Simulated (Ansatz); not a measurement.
# ClH3O2Si: search for a transition state

Wanted: the transition state of a 1,2-elimination (form O2–H4 and break Si1–O2, O3–H4). The guess is relaxed with those distances held, a saddle search follows, and vibrations and two downhill relaxations check it.

The runs use Ansatz 0.2.0, Gaussian basis; PBE0-D4, def2-SVP first, then def2-TZVP.

115 further runs of the same task are left out: 1 that didn't finish, 114 set aside as unsound or not needed.

## (1) The system as given

The guess: 7 atoms, charge 0, spin multiplicity 1.

Atoms are counted from 1 here; the program's logs count them from 0.

Bond lengths: Si1–O3 1.560 Å, Si1–H5 1.439 Å, Si1–Cl6 1.998 Å, O2–H7 0.956 Å. Angles: O3–Si1–H5 125.5°, O3–Si1–Cl6 119.7°, H5–Si1–Cl6 111.5°.

As a file:

| atom | x (Å) | y (Å) | z (Å) |
| --- | --- | --- | --- |
| Si1 | -0.6337 | 0.2044 | 0.4683 |
| O2 | 1.2256 | 0.0905 | -0.4270 |
| O3 | -0.9886 | 0.5081 | -1.0206 |
| H4 | 0.2655 | 0.3505 | -1.2303 |
| H5 | -0.4101 | 1.1906 | 1.4925 |
| Cl6 | -1.0910 | -1.5761 | 1.2513 |
| H7 | 1.6325 | -0.7682 | -0.5343 |

Distances that are to change: O2–H4 1.28 Å, Si1–O2 2.07 Å, O3–H4 1.28 Å.

## (2) Constrained relaxation of the guess

hold/in.yaml

```yaml
crystal:
  periodic: [false, false, false]
  atoms:
    - {symbol: Si, position_ang: [-0.633700, 0.204400, 0.468300]}
    - {symbol: O, position_ang: [1.225600, 0.090500, -0.427000]}
    - {symbol: O, position_ang: [-0.988600, 0.508100, -1.020600]}
    - {symbol: H, position_ang: [0.265500, 0.350500, -1.230300]}
    - {symbol: H, position_ang: [-0.410100, 1.190600, 1.492500]}
    - {symbol: Cl, position_ang: [-1.091000, -1.576100, 1.251300]}
    - {symbol: H, position_ang: [1.632500, -0.768200, -0.534300]}
basis:
  gaussian: {orbitals: def2-SVP}
hamiltonian: {xc: pbe0, dispersion: d4}
relax: {f_tol: 0.08, max_steps: 120, escape_saddle: false, constraints: [{distance: [1, 3]}, {distance: [0, 1]}, {distance: [2, 3]}]}
```

The run is started by

```sh
$ ansatz run in.yaml --threads 2 --pin off --events-out ev --progress --plain --max-ram 4352MiB
```

The log of the run, shortened:

```text
Functional definition: PBE0
  name "PBE0"
  cite "Adamo & Barone, J. Chem. Phys. 110, 6158 (1999) doi:10.1063/1.478522"
  cite "Perdew, Burke & Ernzerhof, Phys. Rev. Lett. 77, 3865 (1996) doi:10.1103/PhysRevLett.77.3865"
  parent pbe
[...]
790 factors; integrals over basis functions are off by at most 3.6e-4 eV
[...]
mean field -24523.17674660 eV, -901.2101230313 hartree, gradient 3.0e-5 eV, S^2 0.000000; 0 other end points of the search recorded, 0 dependent functions left out
[...]
reference -24523.17676732 eV, -901.2101237928 hartree; 25, 25 occupied and 54, 54 virtual orbitals, 790 factors
relax step   1: F+E_penalty+E_count = -24523.29822105 eV  Δ(F+E_penalty+E_count) = +0.000e0 eV  max|allowed force component| = 1.479e0 eV/Å  Δτ_max = 0.0000 Å  (25 SCF iters, accepted)
[...]
relax step   3: F+E_penalty+E_count = -24523.40121989 eV  Δ(F+E_penalty+E_count) = -1.236e-2 eV  max|allowed force component| = 1.790e-1 eV/Å  Δτ_max = 0.0456 Å  (24 SCF iters, accepted)
[...]
relax step   4: F+E_penalty+E_count = -24523.40412923 eV  Δ(F+E_penalty+E_count) = -2.909e-3 eV  max|allowed force component| = 6.404e-2 eV/Å  Δτ_max = 0.0325 Å  (24 SCF iters, accepted)
  distance O 1 - H 3 held at 1.278547 Å   reaction = +7.7989e-2 eV/Å
  distance Si 0 - O 1 held at 2.066768 Å   reaction = +2.1772e0 eV/Å
  distance O 2 - H 3 held at 1.281241 Å   reaction = +7.3412e-1 eV/Å
790 factors; integrals over basis functions are off by at most 3.6e-4 eV
[...]
mean field -24523.28509719 eV, -901.2141048420 hartree, gradient 4.5e-5 eV, S^2 0.000000; 1 other end points of the search recorded, 0 dependent functions left out
[...]
reference -24523.28511768 eV, -901.2141055952 hartree; 25, 25 occupied and 54, 54 virtual orbitals, 790 factors
Total energy: -24523.40414973 eV, -901.2184799422 hartree
Atom 0 at    -0.590551     0.222139     0.453901 Å, force     1.951336    -0.130147    -0.997294 eV/Å
Atom 1 at     1.259904     0.085646    -0.456439 Å, force    -1.986921     0.155461     0.920424 eV/Å
Atom 2 at    -0.991172     0.557968    -1.050274 Å, force     0.743074    -0.138231    -0.029292 eV/Å
Atom 3 at     0.259961     0.335003    -1.213155 Å, force    -0.639988     0.084171     0.148804 eV/Å
Atom 4 at    -0.492431     1.218377     1.536831 Å, force    -0.011959    -0.014600    -0.024234 eV/Å
Atom 5 at    -1.039213    -1.599155     1.261791 Å, force     0.008029     0.007462    -0.005811 eV/Å
Atom 6 at     1.593703    -0.820179    -0.532757 Å, force    -0.063571     0.035884    -0.012595 eV/Å
Dipole moment:     0.221814    -0.216711     0.343020 e Å
```

Wall time 7 s (2 threads of Arm Neoverse V2, shared host).

Along the way:

| step | energy from step 1 (eV) | largest force component (eV/Å) |
| --- | --- | --- |
| 1 | 0.0000 | 1.4794 |
| 2 | -0.0906 | 0.7050 |
| 3 | -0.1030 | 0.1790 |
| 4 | -0.1059 | 0.0640 |

Close pairs (by a distance rule), those that changed most:

| bond | before (Å) | after (Å) | change (Å) |
| --- | --- | --- | --- |
| Si1–Cl6 | 1.998 | 2.042 | +0.044 |
| Si1–H5 | 1.439 | 1.475 | +0.035 |
| Si1–O3 | 1.560 | 1.592 | +0.032 |
| O2–H7 | 0.956 | 0.968 | +0.012 |

## (3) A starting Hessian

hessian/in.yaml

```yaml
crystal:
  periodic: [false, false, false]
  atoms:
    - {symbol: Si, position_ang: [-0.590551, 0.222139, 0.453901]}
    - {symbol: O, position_ang: [1.259904, 0.085646, -0.456439]}
    - {symbol: O, position_ang: [-0.991172, 0.557968, -1.050274]}
    - {symbol: H, position_ang: [0.259961, 0.335003, -1.213155]}
    - {symbol: H, position_ang: [-0.492431, 1.218377, 1.536831]}
    - {symbol: Cl, position_ang: [-1.039213, -1.599155, 1.261791]}
    - {symbol: H, position_ang: [1.593703, -0.820179, -0.532757]}
basis:
  gaussian: {orbitals: def2-SVP}
hamiltonian: {xc: pbe0, dispersion: d4}
phonons: {}
scf: {lower_state_search: off}
```

The run is started by

```sh
$ ansatz run in.yaml --threads 2 --pin off --events-out ev --progress --plain --max-ram 4352MiB
```

The log of the run, shortened:

```text
[... 5 set-up lines as earlier in the session ...]
[...]
791 factors; integrals over basis functions are off by at most 3.5e-4 eV
[...]
mean field -24523.28510354 eV, -901.2141050754 hartree, gradient 4.7e-6 eV, S^2 0.000000; 0 other end points of the search recorded, 0 dependent functions left out
[...]
reference -24523.28512412 eV, -901.2141058316 hartree; 25, 25 occupied and 54, 54 virtual orbitals, 791 factors
[... from here to the last solve, the lines of the solves are left out (41 solves) ...]
791 factors; integrals over basis functions are off by at most 3.5e-4 eV
mean field -24523.28512963 eV, -901.2141060341 hartree, gradient 1.2e-6 eV, S^2 0.000000; 0 other end points of the search recorded, 0 dependent functions left out
[...]
WARN: phonons: modes at or below zero, which the zero-point energy, F, S and C_V leave out: 1, the lowest at -1492.78 cm⁻¹. A minimum has none, and a first-order saddle one
[...]
Total energy: -24523.40415616 eV, -901.2184801786 hartree
Atom 0 at    -0.590551     0.222139     0.453901 Å, force     1.951331    -0.130138    -0.997315 eV/Å
Atom 1 at     1.259904     0.085646    -0.456439 Å, force    -1.986946     0.155457     0.920428 eV/Å
Atom 2 at    -0.991172     0.557968    -1.050274 Å, force     0.743082    -0.138253    -0.029264 eV/Å
Atom 3 at     0.259961     0.335003    -1.213155 Å, force    -0.639962     0.084227     0.148764 eV/Å
Atom 4 at    -0.492431     1.218377     1.536831 Å, force    -0.011959    -0.014601    -0.024238 eV/Å
Atom 5 at    -1.039213    -1.599155     1.261791 Å, force     0.008037     0.007446    -0.005793 eV/Å
Atom 6 at     1.593703    -0.820179    -0.532757 Å, force    -0.063582     0.035862    -0.012582 eV/Å
Dipole moment:     0.221813    -0.216709     0.343019 e Å
Vibrations: -1492.78 198.64 271.11 356.00 515.43 559.30 608.96 708.75 771.83 862.57 1104.52 1336.43 1865.32 2333.31 3841.36 cm⁻¹, zero-point energy 0.950558 eV
Checks for a lower state left out: stability, starts, cluster_reference, orbital_swaps, neighbouring_geometries, increment
```

It took 38 s on 2 threads of Arm Neoverse V2, shared host.

The structure is not stationary yet, so these wavenumbers are no spectrum; the search needs only the force constants.

## (4) Saddle search in the small basis

The search itself is an outer loop (partitioned rational-function steps, Bofill update of the Hessian). Each step is one single-point run with forces. It stops when the largest force is under 0.03 eV/Å and the followed curvature is negative. The first step's input:

presaddle/in.yaml

```yaml
crystal:
  periodic: [false, false, false]
  atoms:
    - {symbol: Si, position_ang: [-0.590551, 0.222139, 0.453901]}
    - {symbol: O, position_ang: [1.259904, 0.085646, -0.456439]}
    - {symbol: O, position_ang: [-0.991172, 0.557968, -1.050274]}
    - {symbol: H, position_ang: [0.259961, 0.335003, -1.213155]}
    - {symbol: H, position_ang: [-0.492431, 1.218377, 1.536831]}
    - {symbol: Cl, position_ang: [-1.039213, -1.599155, 1.261791]}
    - {symbol: H, position_ang: [1.593703, -0.820179, -0.532757]}
basis:
  gaussian: {orbitals: def2-SVP}
hamiltonian: {xc: pbe0, dispersion: d4}
output: {forces: true}
scf: {lower_state_search: off}
```

The run is started by

```sh
$ ansatz run in.yaml --threads 2 --pin off --events-out ev --progress --plain --max-ram 4352MiB
```

The driver's record:

| step | energy (eV) | largest force (eV/Å) | followed curvature (eV/Å²) |
| --- | --- | --- | --- |
| 1 | -24523.40415 | 1.9869 | -14.63 |
| 2 | -24523.59441 | 0.4721 | -14.69 |
| 3 | -24523.57961 | 0.2393 | -14.24 |
| 4 | -24523.58215 | 0.1900 | -13.82 |
| 5 | -24523.58209 | 0.0822 | -11.81 |
| 6 | -24523.58225 | 0.0230 | -10.59 |

The 6 steps took 5.8 s in all (2 threads of Arm Neoverse V2, shared host).

## (5) Saddle search in triple zeta

The search itself is an outer loop (partitioned rational-function steps, Bofill update of the Hessian). Each step is one single-point run with forces. It stops when the largest force is under 0.008 eV/Å and the followed curvature is negative. The first step's input:

saddle/in.yaml

```yaml
crystal:
  periodic: [false, false, false]
  atoms:
    - {symbol: Si, position_ang: [-0.586189, 0.250395, 0.391291]}
    - {symbol: O, position_ang: [1.116337, 0.078207, -0.392052]}
    - {symbol: O, position_ang: [-1.076081, 0.600533, -1.057076]}
    - {symbol: H, position_ang: [0.419234, 0.297214, -1.193773]}
    - {symbol: H, position_ang: [-0.438915, 1.205733, 1.506564]}
    - {symbol: Cl, position_ang: [-0.904013, -1.611289, 1.216948]}
    - {symbol: H, position_ang: [1.469827, -0.820992, -0.472003]}
basis:
  gaussian: {orbitals: def2-TZVP}
hamiltonian: {xc: pbe0, dispersion: d4}
output: {forces: true}
scf: {lower_state_search: off}
```

The run is started by

```sh
$ ansatz run in.yaml --threads 2 --pin off --events-out ev --progress --plain --max-ram 4352MiB
```

Step by step:

| step | energy (eV) | largest force (eV/Å) | followed curvature (eV/Å²) |
| --- | --- | --- | --- |
| 1 | -24536.07957 | 0.8075 | -10.59 |
| 2 | -24536.09534 | 0.3134 | -10.63 |
| 3 | -24536.09934 | 0.0625 | -10.29 |
| 4 | -24536.09937 | 0.0412 | -11.44 |
| 5 | -24536.09888 | 0.0542 | -11.53 |
| 6 | -24536.09946 | 0.0047 | -11.53 |

The 6 steps took 13 s in all (2 threads of Arm Neoverse V2, shared host).

The point found:

```mol
ClH3O2Si
  3D, bonds by distance, orders not assigned

  7  6  0  0  0  0  0  0  0  0999 V2000
   -0.5711    0.2390    0.3761 Si  0  0
    1.1012    0.0787   -0.3898 O   0  0
   -1.0892    0.6068   -1.0397 O   0  0
    0.4157    0.2929   -1.1992 H   0  0
   -0.4252    1.1879    1.4906 H   0  0
   -0.9126   -1.5982    1.2115 Cl  0  0
    1.4814   -0.8072   -0.4496 H   0  0
  1  2  8  0
  1  3  8  0
  1  5  8  0
  1  6  8  0
  2  4  8  0
  2  7  8  0
M  END
```

Followed mode, largest move set to 1: H4 (0.93, -0.30, 0.20); O3 (-0.47, 0.05, 0.18); Si1 (-0.46, 0.11, 0.00); O2 (-0.05, 0.11, -0.37).

## (6) Vibrations at the point found

vib/in.yaml

```yaml
crystal:
  periodic: [false, false, false]
  atoms:
    - {symbol: Si, position_ang: [-0.571066, 0.239048, 0.376150]}
    - {symbol: O, position_ang: [1.101160, 0.078665, -0.389843]}
    - {symbol: O, position_ang: [-1.089234, 0.606771, -1.039716]}
    - {symbol: H, position_ang: [0.415670, 0.292856, -1.199229]}
    - {symbol: H, position_ang: [-0.425158, 1.187876, 1.490600]}
    - {symbol: Cl, position_ang: [-0.912555, -1.598201, 1.211546]}
    - {symbol: H, position_ang: [1.481383, -0.807216, -0.449608]}
basis:
  gaussian: {orbitals: def2-TZVP}
hamiltonian: {xc: pbe0, dispersion: d4}
phonons: {temperatures: {t_min: 298.15, t_max: 900, t_step: 200}}
```

The run is started by

```sh
$ ansatz run in.yaml --threads 2 --pin off --events-out ev --progress --plain --max-ram 4352MiB
```

The log of the run, shortened:

```text
[... 5 set-up lines as earlier in the session ...]
[...]
970 factors; their error is unknown
[...]
mean field -24535.97851489 eV, -901.6805793385 hartree, gradient 1.8e-5 eV, S^2 0.000000; 0 other end points of the search recorded, 0 dependent functions left out
[...]
reference -24535.97854114 eV, -901.6805803032 hartree; 25, 25 occupied and 129, 129 virtual orbitals, 970 factors
[... from here to the last solve, the lines of the solves are left out (41 solves) ...]
970 factors; their error is unknown
mean field -24535.97851225 eV, -901.6805792417 hartree, gradient 1.7e-6 eV, S^2 0.000000; 0 other end points of the search recorded, 0 dependent functions left out
[...]
reference -24535.97853850 eV, -901.6805802063 hartree; 25, 25 occupied and 129, 129 virtual orbitals, 970 factors
WARN: phonons: modes at or below zero, which the zero-point energy, F, S and C_V leave out: 1, the lowest at -706.61 cm⁻¹. A minimum has none, and a first-order saddle one
Total energy: -24536.09945552 eV, -901.6850238250 hartree
Atom 0 at    -0.571066     0.239048     0.376150 Å, force     0.001638    -0.000745    -0.002610 eV/Å
Atom 1 at     1.101160     0.078665    -0.389843 Å, force    -0.004134     0.004724     0.003023 eV/Å
Atom 2 at    -1.089234     0.606771    -1.039716 Å, force     0.001034     0.000125     0.001500 eV/Å
Atom 3 at     0.415670     0.292856    -1.199229 Å, force     0.001780    -0.003740     0.000604 eV/Å
Atom 4 at    -0.425158     1.187876     1.490600 Å, force     0.000092     0.000292     0.000448 eV/Å
Atom 5 at    -0.912555    -1.598201     1.211546 Å, force     0.000365     0.000616    -0.000456 eV/Å
Atom 6 at     1.481383    -0.807216    -0.449608 Å, force    -0.000775    -0.001273    -0.002509 eV/Å
Dipole moment:     0.672653    -0.274427     0.223469 e Å
Vibrations: -706.61 191.14 267.82 480.44 492.61 537.11 703.95 771.41 822.20 886.30 1165.33 1395.94 2300.95 2337.91 3817.31 cm⁻¹, zero-point energy 1.002438 eV
```

It took 97 s on 2 threads of Arm Neoverse V2, shared host.

The modes, with what each moves most:

| mode | wavenumber (cm⁻¹) | character |
| --- | --- | --- |
| 1 | 707i | changes O2–H4, O3–H4 |
| 2 | 191 | bend |
| 3 | 268 | bend with torsion |
| 4 | 480 | bend with Si–O stretch |
| 5 | 493 | torsion |
| 6 | 537 | Si–Cl stretch |
| 7 | 704 | bend |
| 8 | 771 | bend |
| 9 | 822 | bend |
| 10 | 886 | bend with torsion |
| 11 | 1165 | Si–O stretch |
| 12 | 1396 | bend |
| 13 | 2301 | Si–H stretch |
| 14 | 2338 | O–H stretch with bend |
| 15 | 3817 | O–H stretch |

Vibrational sums (real modes only):

| T (K) | entropy (J/mol/K) | heat capacity (J/mol/K) |
| --- | --- | --- |
| 298 | 28.1 | 43.1 |
| 498 | 56.1 | 65.7 |
| 698 | 80.6 | 78.9 |
| 898 | 101.6 | 87.5 |

## (7) Relaxing after a step of 0.30 Å one way along the mode

downa/in.yaml

```yaml
crystal:
  periodic: [false, false, false]
  atoms:
    - {symbol: Si, position_ang: [-0.708286, 0.273291, 0.374732]}
    - {symbol: O, position_ang: [1.086577, 0.113132, -0.500024]}
    - {symbol: O, position_ang: [-1.231728, 0.620459, -0.984529]}
    - {symbol: H, position_ang: [0.695885, 0.204212, -1.139052]}
    - {symbol: H, position_ang: [-0.395310, 1.179715, 1.498955]}
    - {symbol: Cl, position_ang: [-0.903552, -1.602903, 1.207436]}
    - {symbol: H, position_ang: [1.456614, -0.788105, -0.457619]}
basis:
  gaussian: {orbitals: def2-TZVP}
hamiltonian: {xc: pbe0, dispersion: d4}
relax: {f_tol: 0.005, max_steps: 200}
```

The run is started by

```sh
$ ansatz run in.yaml --threads 2 --pin off --events-out ev --progress --plain --max-ram 4352MiB
```

The log of the run, shortened:

```text
[... 5 set-up lines as earlier in the session ...]
[...]
970 factors; their error is unknown
[...]
mean field -24533.85297997 eV, -901.6024673710 hartree, gradient 2.5e-5 eV, S^2 0.000000; 0 other end points of the search recorded, 0 dependent functions left out
[...]
reference -24533.85300658 eV, -901.6024683488 hartree; 25, 25 occupied and 129, 129 virtual orbitals, 970 factors
relax step   1: F+E_penalty+E_count = -24533.98003933 eV  Δ(F+E_penalty+E_count) = +0.000e0 eV  max|allowed force component| = 2.074e1 eV/Å  Δτ_max = 0.0000 Å  (27 SCF iters, accepted)
[...]
reference -24536.06867841 eV, -901.6838927870 hartree; 25, 25 occupied and 129, 129 virtual orbitals, 970 factors
Total energy: -24536.19589751 eV, -901.6885680024 hartree
Atom 0 at    -0.694461     0.283221     0.346624 Å, force    -0.001411     0.000423    -0.001633 eV/Å
Atom 1 at     1.072426     0.069480    -0.401118 Å, force    -0.002511     0.003768     0.002731 eV/Å
Atom 2 at    -1.417169     0.682133    -0.933832 Å, force     0.002760    -0.001093     0.001884 eV/Å
Atom 3 at     0.812597     0.230034    -1.327975 Å, force     0.000972    -0.000973    -0.001664 eV/Å
Atom 4 at    -0.375999     1.172008     1.478795 Å, force     0.001118     0.000348    -0.000547 eV/Å
Atom 5 at    -0.824259    -1.609415     1.163913 Å, force    -0.000003    -0.001229     0.000242 eV/Å
Atom 6 at     1.427065    -0.827660    -0.326507 Å, force    -0.000925    -0.001244    -0.001013 eV/Å
Dipole moment:     1.019886    -0.290478     0.059403 e Å
```

It took 37 s on 2 threads of Arm Neoverse V2, shared host.

Along the way:

| step | energy from step 1 (eV) | largest force component (eV/Å) |
| --- | --- | --- |
| 1 | 0.0000 | 20.7441 |
| 2 | -2.1733 | 0.6564 |
| 3 | -2.1943 | 0.5030 |
| 4 | -2.2084 | 0.3025 |
| 5 | -2.2123 | 0.2850 |
| 6 | -2.2140 | 0.1327 |
| 7 | -2.2152 | 0.0442 |
| 8 | -2.2158 | 0.0385 |
| 9 | -2.2158 | 0.0216 |
| 10 | -2.2158 | 0.0056 |
| 11 | -2.2158 | 0.0038 |

Distances of close pairs at the start and the end, largest changes first:

| bond | before (Å) | after (Å) | change (Å) |
| --- | --- | --- | --- |
| O2–H4 | 0.755 | 0.976 | +0.221 |
| Si1–O2 | 2.003 | 1.930 | -0.073 |
| Si1–O3 | 1.497 | 1.523 | +0.026 |
| O2–H7 | 0.975 | 0.968 | -0.008 |
| Si1–Cl6 | 2.062 | 2.066 | +0.004 |
| Si1–H5 | 1.478 | 1.474 | -0.003 |

## (8) Relaxing after a step of 0.30 Å the other way along the mode

downb/in.yaml

```yaml
crystal:
  periodic: [false, false, false]
  atoms:
    - {symbol: Si, position_ang: [-0.433846, 0.204804, 0.377567]}
    - {symbol: O, position_ang: [1.115744, 0.044197, -0.279662]}
    - {symbol: O, position_ang: [-0.946740, 0.593084, -1.094902]}
    - {symbol: H, position_ang: [0.135454, 0.381501, -1.259406]}
    - {symbol: H, position_ang: [-0.455006, 1.196038, 1.482245]}
    - {symbol: Cl, position_ang: [-0.921558, -1.593498, 1.215656]}
    - {symbol: H, position_ang: [1.506152, -0.826326, -0.441597]}
basis:
  gaussian: {orbitals: def2-TZVP}
hamiltonian: {xc: pbe0, dispersion: d4}
relax: {f_tol: 0.005, max_steps: 200}
```

The run is started by

```sh
$ ansatz run in.yaml --threads 2 --pin off --events-out ev --progress --plain --max-ram 4352MiB
```

The log of the run, shortened:

```text
[... 5 set-up lines as earlier in the session ...]
[...]
970 factors; their error is unknown
[...]
mean field -24536.69809790 eV, -901.7070235265 hartree, gradient 1.5e-5 eV, S^2 0.000000; 0 other end points of the search recorded, 0 dependent functions left out
[...]
reference -24536.69812386 eV, -901.7070244804 hartree; 25, 25 occupied and 129, 129 virtual orbitals, 970 factors
relax step   1: F+E_penalty+E_count = -24536.81825943 eV  Δ(F+E_penalty+E_count) = +0.000e0 eV  max|allowed force component| = 2.641e0 eV/Å  Δτ_max = 0.0000 Å  (29 SCF iters, accepted)
[...]
reference -24538.21529668 eV, -901.7627795534 hartree; 25, 25 occupied and 129, 129 virtual orbitals, 970 factors
Total energy: -24538.33977059 eV, -901.7673538852 hartree
Atom 0 at    -0.149452     0.183777     0.301425 Å, force     0.002384    -0.004233    -0.003144 eV/Å
Atom 1 at     1.397859    -0.116618    -0.117555 Å, force     0.000497     0.000894     0.001391 eV/Å
Atom 2 at    -0.927877     0.855442    -0.951934 Å, force    -0.002967     0.004589     0.000931 eV/Å
Atom 3 at    -0.871161     0.428080    -1.808525 Å, force    -0.000357    -0.000670    -0.001503 eV/Å
Atom 4 at    -0.285641     1.121331     1.424302 Å, force     0.000776     0.000340    -0.000667 eV/Å
Atom 5 at    -0.999400    -1.605013     0.866137 Å, force    -0.001150    -0.001156     0.001436 eV/Å
Atom 6 at     1.835872    -0.867198     0.286051 Å, force     0.000816     0.000236     0.001556 eV/Å
Dipole moment:     0.222179    -0.177788    -0.112920 e Å
```

Run time: 53 s. Hardware: 2 threads of Arm Neoverse V2, shared host.

Relaxation path:

| step | energy from step 1 (eV) | largest force component (eV/Å) |
| --- | --- | --- |
| 1 | 0.0000 | 2.6409 |
| 2 | -0.3127 | 2.8022 |
| 3 | -0.4718 | 6.5064 |
| 4 | -1.0837 | 1.5306 |
| 5 | -1.3336 | 1.0323 |
| 6 | -1.4097 | 0.6919 |
| 7 | -1.4435 | 0.6948 |
| 8 | -1.4773 | 0.4263 |
| 9 | -1.4979 | 0.2089 |
| 10 | -1.5154 | 0.1637 |
| 11 | -1.5186 | 0.2329 |
| 12 | -1.5190 | 0.1957 |
| 13 | -1.5201 | 0.1205 |
| 14 | -1.5202 | 0.1219 |
| 15 | -1.5214 | 0.0181 |
| 16 | -1.5215 | 0.0046 |

Distances of close pairs at the start and the end, largest changes first:

| bond | before (Å) | after (Å) | change (Å) |
| --- | --- | --- | --- |
| O3–H4 | 1.115 | 0.959 | -0.156 |
| Si1–O2 | 1.691 | 1.631 | -0.060 |
| Si1–Cl6 | 2.043 | 2.059 | +0.016 |
| Si1–H5 | 1.484 | 1.469 | -0.015 |
| Si1–O3 | 1.607 | 1.621 | +0.014 |
| O2–H7 | 0.968 | 0.958 | -0.010 |

## (9) What the saddle joins

| pair | start side (Å) | saddle (Å) | end side (Å) |
| --- | --- | --- | --- |
| O2–H4 | 2.882 | 1.082 | 0.976 |
| Si1–O2 | 1.631 | 1.846 | 1.930 |
| O3–H4 | 0.959 | 1.546 | 2.309 |

## (10) What came out

| quantity | value |
| --- | --- |
| imaginary mode | 707i cm⁻¹ |
| barrier from the start side | 216.2 kJ/mol |
| barrier from the end side | 9.3 kJ/mol |
| energy of the step | +206.9 kJ/mol |
| pairs that change | O2–H4 formed, Si1–O2 loosened, O3–H4 broken |
| zero-point energy at the saddle | 1.002 eV |

**Reading.** The point has a single imaginary mode (707i cm⁻¹), as a transition state must. Going downhill both ways gives the intended start and end. A bond meant to break is only loosened at the end: the products stay bound as an adduct. At PBE0-D4/def2-TZVP the electronic barrier is 216.2 kJ/mol, about 87 kT at 298 K, and the step runs 206.9 kJ/mol uphill. A step off the saddle overshot and began above it in energy, so the link to its end is likely but not proven. Lower complexes than these ends may exist.
